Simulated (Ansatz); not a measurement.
# ZnIr (P-6m2): electron–phonon coupling

Aim: phonons, electron–phonon coupling and resistivity of ZnIr (P-6m2) from a displaced supercell.

Program: Ansatz 0.2.0. Level of theory: DFT PBEsol, scalar-relativistic, plane waves, PAW. These are calculated values, not measurements.

1 further run of the same task is left out (set aside as unsound or not needed).

## 1. The system as given

It takes space group P-6m2 (No. 187, hexagonal). The conventional cell has a = 2.755 Å, b = 2.755 Å, c = 4.158 Å, α = 90.00°, β = 90.00°, γ = 120.00°. Around Ir (site symmetry -6m2) lie 6 Zn at 2.62 Å and 6 Ir at 2.76 Å. Zn (site symmetry -6m2) is surrounded by 6 Ir at 2.62 Å and 6 Zn at 2.76 Å.

Structure file:

```cif
data_structure
_symmetry_space_group_name_H-M 'P-6m2'
_symmetry_Int_Tables_number 187
_cell_length_a 2.7553
_cell_length_b 2.7553
_cell_length_c 4.1580
_cell_angle_alpha 90.000
_cell_angle_beta 90.000
_cell_angle_gamma 120.000
_cell_volume 27.34
loop_
_atom_site_label
_atom_site_type_symbol
_atom_site_symmetry_multiplicity
_atom_site_Wyckoff_symbol
_atom_site_fract_x
_atom_site_fract_y
_atom_site_fract_z
_atom_site_occupancy
Ir1 Ir 1 a 0.00000 0.00000 0.00000 1
Zn1 Zn 1 f 0.66667 0.33333 0.50000 1
```

This cell comes from an earlier session at PBEsol: 13.669 Å³/atom at -0.01 GPa, on a 14×14×8 mesh, a metal on this mesh.

## 2. Electron-phonon coupling, resistivity and closed forms of Tc

File input.yaml:

```yaml
crystal:
  lattice:
    - [2.7553128351, 0.0, 0.0]
    - [-1.3776564175, 2.3861709105, 0.0]
    - [0.0, 0.0, 4.1580133703]
  atoms:
    - { symbol: Ir, position: [0.0, 0.0, 0.0] }
    - { symbol: Zn, position: [0.6666666667, 0.3333333333, 0.5] }
basis:
  ecutwfc: 420
  ecutrho_ratio: 4
kpoints:
  mp_grid: { grid: [14, 14, 8] }
hamiltonian:
  xc: pbesol
scf:
  occupations: { method: methfessel_paxton, width: 0.2 }
output: {}
phonons:
  supercell: [2, 2, 2]
  qpath:
    path:
      - [[0.0, 0.0, 0.0], [0.5, 0.0, 0.0], [0.33333333, 0.33333333, 0.0], [0.0, 0.0, 0.0], [0.0, 0.0, 0.5], [0.5, 0.0, 0.5], [0.33333333, 0.33333333, 0.5], [0.0, 0.0, 0.5]]
      - [[0.5, 0.0, 0.5], [0.5, 0.0, 0.0]]
      - [[0.33333333, 0.33333333, 0.5], [0.33333333, 0.33333333, 0.0]]
    npoints: 6
  electrical_resistivity: { mesh: [28, 28, 16], temperatures: [50, 100, 200, 300, 500] }
  superconductivity: { mesh: [28, 28, 16], eliashberg_equations: false }
```

Command:

```
$ ansatz run input.yaml --threads 8 --pin off --max-ram 15360MiB --backend cpu --events-out ev --progress --plain --runs-dir out
```

What does the calculation give? Wanted: highest frequency; coupling λ, finest mesh; ω_log; Tc, Allen–Dynes, μ* = 0.10.

As calculated:

```
                  quantity          value
         highest frequency  257 cm⁻¹ at Γ
   coupling λ, finest mesh           0.41
                     ω_log       12.5 meV
Tc, Allen–Dynes, μ* = 0.10          0.8 K
      resistivity at 300 K     17.8 μΩ cm
```

**Reading.** No branch is imaginary beyond noise. Points that don't fit the supercell are interpolated, and so may be the highest frequency quoted. With λ = 0.41 the coupling is moderate, and Tc spans 0.0 to 1.1 K over the μ* tried; spin fluctuations are left out. The couplings aren't converged in the fine mesh. A 2×2×2 supercell is small for the couplings. Spin–orbit coupling is left out, though the cell holds Ir; in elements this heavy it can shift levels and gaps by tenths of an eV.
